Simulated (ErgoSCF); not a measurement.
**One shape, several levels: GeH2O (SMILES [OH][GeH])**

We compute a comparison of 4 runs (HF/6-31G**, B3LYP/3-21G, PBE0/3-21G, PBE0/def2-SVP) of GeH2O. 

The results are computed with ErgoSCF 3.8.

2 further runs of the same task are left out: 1 that didn't finish, 1 set aside as unsound or not needed.

## Step 1: Starting point

GeH2O has 4 atoms, charge 0, and is taken as a singlet. SMILES: `[OH][GeH]`. Geometry: a GFN2-xTB relaxation, a rough one for these elements and not checked as a minimum.

Bond lengths: O1–Ge2 1.765 Å, O1–H3 0.956 Å, Ge2–H4 1.650 Å. Angles: O1–Ge2–H4 91.0°, Ge2–O1–H3 121.9°.

## Step 2: A single-point energy at HF/6-31G(d,p) (spherical functions) (run 1)

Contents of run.inp:

```
set_nthreads("env")
scf.use_diagonalization = 1
scf.max_number_of_iterations = 120
basis = "6-31G**"
scf.output_mulliken_pop = 1
tmpdir = "."
molecule_inline Angstrom
O       -0.073730      -0.623530       0.482270
Ge       0.528250       0.598570      -0.639290
H        0.474150      -1.346940       0.781460
H       -0.928680       1.371900      -0.624440
EOF
run "HF"
```

The basis set 6-31G** is read from a file made from the Basis Set Exchange's data (not shown).

Launch:

```console
$ ergo run.inp
```

The log of the run:

```text
[...]
INSC SCF_general constructor, number of basis functions: 56
[...]
INSC Energy   1 =      -1163.57179404946
[...]
INDE E_LUMO =          0.03282682707
[...]
INSC Energy  19 =      -2151.09083525640  ( diff      0.000000000002274 )
[...]
RESC CONVERGED after  19 iterations.
RESC FINAL ENERGY:      -2151.09083525640
[...]
INSC SCF: dipole_moment_x [atomic units] =       0.53334903
INSC SCF: dipole_moment_y [atomic units] =      -0.20203185
INSC SCF: dipole_moment_z [atomic units] =      -0.06946898
[...]
```

It took 29 s on 1 thread of Arm Neoverse N1, shared host; peak memory 0.26 GiB.

## Step 3: A single-point energy at B3LYP/3-21G (run 2)

Contents of molecule.xyz:

```xyz
4

O     -0.073730    -0.623530     0.482270
Ge     0.528250     0.598570    -0.639290
H      0.474150    -1.346940     0.781460
H     -0.928680     1.371900    -0.624440
```

Contents of input.ego:

```
# B3LYP-G on GeH2O
set_nthreads(1)
tmpdir = "."
scf.max_number_of_iterations = 120
XC.sparse_mode = 0
basis = "3-21G"
XC.radint = 1e-11
XC.angint = 41
charge = 0
scf.output_mulliken_pop = 1
scf.use_diagonalization = 1
molecule "molecule.xyz"
run "B3LYP-G"
```

The basis set 3-21G is read from a file made from the Basis Set Exchange's data (not shown).

Launch:

```console
$ ergo input.ego
```

The log of the run:

```text
[...]
INDF Weighted mixed functional:
[...]
INSC Energy   1 =      -1623.25439022128
[...]
INDE E_LUMO =         -0.07406675863
[...]
INSC Energy  30 =      -2142.97966975591  ( diff      0.000000000010459 )
[...]
RESC CONVERGED after  30 iterations.
RESC FINAL ENERGY:      -2142.97966975591
[...]
INSC SCF: dipole_moment_x [atomic units] =       0.53598347
INSC SCF: dipole_moment_y [atomic units] =      -0.44353021
INSC SCF: dipole_moment_z [atomic units] =       0.10400070
[...]
```

It took 12 s on 1 thread of Arm Neoverse N1, shared host; peak memory 0.26 GiB.

Run 3 isn't shown in full; the table further down has it.

## Step 4: The energy at PBE0/def2-SVP (run 4)

Contents of geom.xyz:

```xyz
4

O     -0.073730    -0.623530     0.482270
Ge     0.528250     0.598570    -0.639290
H      0.474150    -1.346940     0.781460
H     -0.928680     1.371900    -0.624440
```

Contents of input.ego:

```
# GeH2O
set_nthreads(1)
molecule "geom.xyz"
basis = "def2-SVP"
scf.use_diagonalization = 1
XC.angint = 41
tmpdir = "."
scf.output_mulliken_pop = 1
XC.radint = 1e-11
XC.sparse_mode = 0
scf.max_number_of_iterations = 120
run "PBE0"
```

The basis set def2-SVP is read from a file made from the Basis Set Exchange's data (not shown).

Launch:

```console
$ ergo input.ego
```

The log of the run:

```text
[...]
INDF Weighted mixed functional:
[...]
INSC Energy   1 =      -1180.70824007615
[...]
INDE E_LUMO =         -0.07583788287
[...]
INSC Energy  27 =      -2152.74967106292  ( diff      0.000000000002728 )
[...]
RESC CONVERGED after  27 iterations.
RESC FINAL ENERGY:      -2152.74967106292
[...]
INSC SCF: dipole_moment_x [atomic units] =       0.51664360
INSC SCF: dipole_moment_y [atomic units] =      -0.32268751
INSC SCF: dipole_moment_z [atomic units] =       0.02483024
[...]
```

It took 43 s on 1 thread of Arm Neoverse N1, shared host; peak memory 0.26 GiB.

## Step 5: Overview of the runs

```tsv
run	level	integration grid	radint	energy (Eh)	dipole moment (D)	wall time
1	HF/6-31G** (spherical functions)	–	–	-2151.090835	1.46	29 s
2	B3LYP/3-21G	Turbo	1e-11	-2142.979670	1.79	12 s
3	PBE0/3-21G	Turbo	1e-11	-2142.591404	1.74	6.9 s
4	PBE0/def2-SVP	Turbo	1e-11	-2152.749671	1.55	43 s
```

## Step 6: Outcome

| quantity | value |
| --- | --- |
| run 4: total energy | -2152.74967 Eh |
| run 4: dipole moment | 1.55 D |

The dipole moment (its size) runs from 1.46 D (HF/6-31G**) to 1.79 D (B3LYP/3-21G). The two ends differ in method and basis. Totals of different functionals can't be ranked against each other. All runs together took 92 s, the longest 43 s.
